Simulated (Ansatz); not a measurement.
MnSb4:

```
CELL_PARAMETERS angstrom
3.08050 0.00000 0.00000
0.00000 3.08050 0.00000
0.00000 0.00000 14.99420
ATOMIC_POSITIONS crystal
Sb 0.00000 0.00000 0.81968
Sb 0.00000 0.00000 0.60055
Sb 0.00000 0.00000 0.39945
Sb 0.00000 0.00000 0.18032
Mn 0.00000 0.00000 0.00000
```

The cell comes from a database or a generator and needn't be the stable form of this composition.

* Program: Ansatz 0.2.0
* Task: single point
* Functional: PBE
* Potentials or basis: Ansatz PAW
* Cutoff: 420 eV (not typed: the program's choice for these potentials)
* k mesh: 9 × 9 × 2
* Occupations: fermi-dirac, width 0.05 eV
* Spin: collinear spin, ferromagnetic start
* Starting moments: [0.0, 0.0, 0.0, 0.0, 4.0] μB

On this cell: pressure -0.4 GPa; largest force 0.036 eV/Å; net moment 3.98 μB per cell; site moments Sb -0.03, +0.00; Mn +3.82 μB; band gap on the k mesh none (metal or under the smearing width).

The same run follows on a disturbed copy (atoms moved at random, drawn with an rms of 0.05 Å):

```xyz
5
Lattice="3.0805 0.0000 0.0000 0.0000 3.0805 0.0000 0.0000 0.0000 14.9942" Properties=species:S:1:pos:R:3 pbc="T T T"
Sb   -0.0236    0.0209   12.3032
Sb   -0.0053    0.0333    9.0152
Sb    0.0165   -0.0254    6.0319
Sb   -0.0114    0.0114    2.7479
Mn   -0.0447   -0.0099    0.0122
```

Question: What does the disturbed cell give?

Answer: The energy (extrapolated to zero smearing) moves by +0.3 meV/atom; pressure -0.4 GPa; largest force 0.107 eV/Å; net moment 3.98 μB per cell; site moments Sb -0.03, +0.00; Mn +3.84 μB; band gap on the k mesh none (metal or under the smearing width).

Forces on the atoms (eV/Å):
```
Sb   0.006  0.008 -0.010
Sb   0.001 -0.016  0.061
Sb  -0.010  0.018 -0.067
Sb   0.009 -0.001 -0.092
Mn  -0.006 -0.009  0.107
```

Stress tensor (GPa, compression positive):
```
 0.07  0.00  0.02
 0.00  0.07 -0.03
 0.02 -0.03 -1.24
```

Caveats: a cell with one magnetic atom can't hold antiferromagnetic order, which such compounds often take.
